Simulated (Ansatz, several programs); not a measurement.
Ca2C (antifluorite), relaxed with r2SCAN in Ansatz (plane waves, PAW): it is cubic, Fm-3m (No. 225); a = 6.257 Å in the conventional setting, 20.42 Å³ an atom. Around C lie 8 Ca at 2.71 Å; around Ca lie 4 C at 2.71 Å. The cell was then scaled with its shape and fractional coordinates held. Spin-unpolarised throughout. Whether this structure exists isn't addressed.

```csv
V (Å³/atom),E (meV/atom)
19.190,14.48
19.803,3.41
20.415,0.00
21.640,12.13
```

(1) Pass a cubic E = c₀ + c₁u + c₂u² + c₃u³, with u = V − 20.262 Å³, through these points.

(2) Where is the minimum, and what bulk modulus follows?

(3) Predict the energy and the pressure at the withheld volume, 21.028 Å³.

Results:

(1) c₀ = 0.19, c₁ = -2.639, c₂ = 9.198, c₃ = -0.7224 (meV and Å³).

(2) dE/du = 0 at u = +0.146, so V₀ = 20.41 Å³. B = V₀ d²E/dV² = 20.41 × (2c₂ + 6c₃u) = 20.41 × 17.763 = 363 meV/Å³, and 1 meV/Å³ is 0.16022 GPa: 58 GPa. A third-order Birch-Murnaghan fit to all five points gives 20.41 Å³ and 58 GPa.

(3) With u = +0.766: E ≈ 3.24 meV and P = −dE/dV ≈ -1.63 GPa. The run gives 3.21 meV and, from its stress, -1.62 GPa.
